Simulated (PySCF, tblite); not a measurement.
# C6H8FO radical: geometry, infrared bands and EPR parameters

Wanted: the infrared bands and EPR parameters of C6H8FO radical (`O=C1[CH]CC[C@@H](F)C1`), by calculation.

Computed with tblite 0.8.0 and PySCF 2.14.0, with density-fitted response routines of our own, on a single molecule in the gas phase. Atoms are numbered from 0 throughout.

### Step 1. The molecule as given

16 atoms, charge 0, multiplicity 2; geometry from: force field or distance geometry start.

Bonds of the start (Å): O0–C1 1.22, C1–C2 1.48, C2–C3 1.51, C3–C4 1.53, C4–C5 1.51, C5–F6 1.37, C5–C7 1.54, C7–C1 1.51, C2–H8 1.09, C3–H9 1.09, C3–H10 1.11, C4–H11 1.12, C4–H12 1.10, C5–H13 1.10, C7–H14 1.13, C7–H15 1.08.

### Step 2. Geometry optimisation with GFN2-xTB

What the job is given:

```
{"job": {"kind": "relax", "xc": "GFN2-xTB", "basis": "xTB"}, "charge": 0, "multiplicity": 2}
O      0.468100     2.149900     1.428500
C      0.297500     1.404400     0.471800
C     -0.969800     1.325000    -0.288800
C     -1.447700    -0.103100    -0.149000
C     -0.354300    -1.107100    -0.539000
C      0.881500    -0.939100     0.316500
F      1.848100    -1.875700     0.046700
C      1.395900     0.478200     0.011500
H     -1.718600     2.054500     0.025900
H     -2.266800    -0.267200    -0.846000
H     -1.694900    -0.310000     0.912800
H     -0.022600    -0.882700    -1.585000
H     -0.760400    -2.131700    -0.536300
H      0.605300    -1.035500     1.377100
H      1.369800     0.556400    -1.114300
H      2.361400     0.692600     0.456200
```

Run with:

```bash
$ OMP_NUM_THREADS=1 python probes_run.py task.json out
```

This one command runs all jobs of the session in turn.

**Question.** This job is followed by: GFN2-xTB harmonic vibrations, gas phase; UKS B3LYP, pcH-1 on C F H O, non-relativistic, mean-field spin-orbit, GIAO. What will the session give for the following? strongest single infrared mode (GFN2-xTB); zero-point energy (GFN2-xTB); g(iso) (B3LYP); ⟨S²⟩; largest a(iso); potential on the surface of density 0.002 e/bohr³, 1st and 99th percentile.

**Answer**, as computed:

| quantity | value |
| --- | --- |
| strongest single infrared mode (GFN2-xTB) | 1574 cm⁻¹, 208 km/mol |
| zero-point energy (GFN2-xTB) | 79.0 kcal/mol |
| g(iso) (B3LYP) | 2.00509 |
| ⟨S²⟩ | 0.764 (exact 0.75) |
| largest a(iso) | 1H on H10, 128.4 MHz |
| potential on the surface of density 0.002 e/bohr³, 1st and 99th percentile | -1.74 V and 1.18 V |

Over 79 steps the energy fell by 0.854 eV; of the close pairs, C1–C2 changed most, 1.480 to 1.420 Å. No mode is imaginary among the 42: a minimum at this level. The strongest single mode, at 1574 cm⁻¹, moves mainly C1 and O0. Unscaled tight-binding wavenumbers are off by several per cent, some by more. Its intensities can rank the bands wrongly. The largest share of the spin, 0.80 e, sits on C2. The isotropic g lies 2.8 ppt above the free-electron value. These values are for one conformer; the search (at its own cheap level) found 2 more, at 0.28, 0.28 kcal/mol, and measured spectra average over such forms.
